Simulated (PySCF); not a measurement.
# H2Tl (Tl(H)2+): the cost of one run

Computed with PySCF 2.14.0. Level: several levels, as the steps say, no spin–orbit coupling.

1 further run of the same task is left out (for a known fault of the program).

## 1. Where the work starts

3 atoms, charge 1, spin multiplicity 1.

Bond lengths: Tl1–H2 1.670 Å, Tl1–H3 1.670 Å. Angles: H2–Tl1–H3 180.0°.

Geometry (Å):

```tsv
atom	x (Å)	y (Å)	z (Å)
Tl1	0.0000	0.0000	0.5287
H2	1.6698	0.0000	0.5286
H3	-1.6698	0.0000	0.5286
```

Formal oxidation states: Tl +3. An earlier session relaxed this geometry at PBE0, Tl def2-SVP with ECP60, H def2-SVP (singlet, point group D∞h).

At PBE0 on the finer grid: E = -173.390038 Eh, HOMO -15.84 eV, LUMO -7.71 eV, Mulliken charge on Tl1 +0.80 e, largest force component 0.002 eV/Å. 

Levels to run: TPSSh; BP86; PBE0, TZVP. Hardware: 2 threads of AMD EPYC, shared host.

## 2. TPSSh

File run.py (the lines that set the calculation):

```python
mol = gto.M(atom='''
Tl     0.00000     0.00000     0.52869
H      1.66975     0.00000     0.52860
H     -1.66975     0.00000     0.52860''',
    basis={'Tl': 'def2-SVP', 'H': 'def2-SVP'},
    ecp={'Tl': 'def2-SVP'},
    charge=1, spin=0)
mf = dft.RKS(mol, xc='TPSSH')
mf.grids.atom_grid = (75, 302)
mf = mf.density_fit()  # fitting sets: Tl def2-universal-JKFIT, H def2-universal-JKFIT
mf.conv_tol = 1e-08; mf.max_cycle = 55
mf.kernel(dm0)  # dm0: the density of the relaxed state
```

Launch:

```bash
$ OMP_NUM_THREADS=2 python run.py
```

**Question.** How long does this run take on 2 threads of AMD EPYC, shared host?

About 2 s.
